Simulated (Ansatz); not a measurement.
**ZnMo3 in Ansatz: the effect of target pressure**

Crystal: ZnMo3.

```xyz
4
Lattice="3.9432 0.0000 0.0000 0.0000 3.9432 0.0000 0.0000 0.0000 3.9432" Properties=species:S:1:pos:R:3 pbc="T T T"
Mo    1.9716    1.9716    0.0000
Mo    1.9716    0.0000    1.9716
Mo    0.0000    1.9716    1.9716
Zn    0.0000    0.0000    0.0000
```

The cell comes from a database or a generator and needn't be the stable form of this composition.

Alike in all runs:

| Item | Value |
| --- | --- |
| Program | Ansatz 0.2.0 |
| Task | relaxation of cell and atoms |
| Functional | PBE |
| Potentials or basis | Ansatz PAW |
| Cutoff | 420 eV (not typed: the program's choice for these potentials) |
| k mesh | 7 × 7 × 7 |
| Occupations | fermi-dirac, width 0.05 eV |
| Spin | no spin polarisation |

Each run relaxes the cell or the atoms first.

**Question.** One run gave: relaxed volume 13.64 Å³/atom. Which target pressure did it use?
A. 0 GPa
B. 20 GPa
C. 2 GPa
D. 10 GPa
E. 30 GPa

**Answer.** E.

```csv
target pressure,relaxed volume (Å³/atom)
0 GPa,15.24
2 GPa,15.10
5 GPa,14.90
10 GPa,14.60
20 GPa,14.08
30 GPa,13.64
```

Caveats: the plane-wave basis is chosen anew once the cell has moved, so the energies of steps on either side of that aren't comparable.
